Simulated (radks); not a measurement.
**Nb⁺ in [Kr] 4d4: an all-electron calculation**

Wanted: eigenvalues, radial structure and energy terms of the niobium ion Nb+.

Program: radks (a radial shooting solver on a logarithmic mesh, Libxc functionals) version 1. Level of theory: scalar-relativistic Kohn-Sham, r2SCAN, spin-polarised, spherical densities, finite nucleus; open shells are filled with parallel spins first. These are calculated values, not measurements, unless marked.

## (1) Starting point

```
element            : niobium (Z = 41)
charge             : +1
electrons          : 40
configuration      : [Kr] 4d4
nuclear rms radius : 4.324 fm
```

Outer shells as boxes (Hund's rule):

Nb⁺
```
[Kr] core
4d [↑ ][↑ ][↑ ][↑ ][  ]
```

## (2) The run

The run's settings:

```text
Z 41
configuration [Kr] 4d4
relativity scalar-relativistic
functional r2scan,r2scan
spin polarised
nucleus finite rms 4.324 fm
c 137.035999084
```

Launch:

```bash
python run_ks.py task.json out
```

This one command runs every case of the session in turn.

Q: Predict the outcome of this run.

The runs gave:

```
                        quantity                   value
                    total energy     -3820.00512 hartree
exchange-correlation share of it                  3.12 %
                            −T/E                  1.0297
          highest occupied level       4d up, -10.192 eV
    most extended occupied level  4d up, <r> = 2.01 bohr
 radius at density 0.001 e/bohr³               4.01 bohr
    maxima of the radial density                       4
         ionisation energy, NIST   14.320 (semi-emp.) eV
```

**Reading.** The radial density shows 4 maxima for 4 occupied principal shells. Relativity lifts −T/E to 1.030. The top level binds by 10.192 eV, 71 % of the NIST ionisation energy of 14.320 eV; the potential of a semilocal functional falls off too fast, so its top eigenvalue is too shallow. Open shells are spherical and high-spin; term and fine-structure splittings are not resolved.
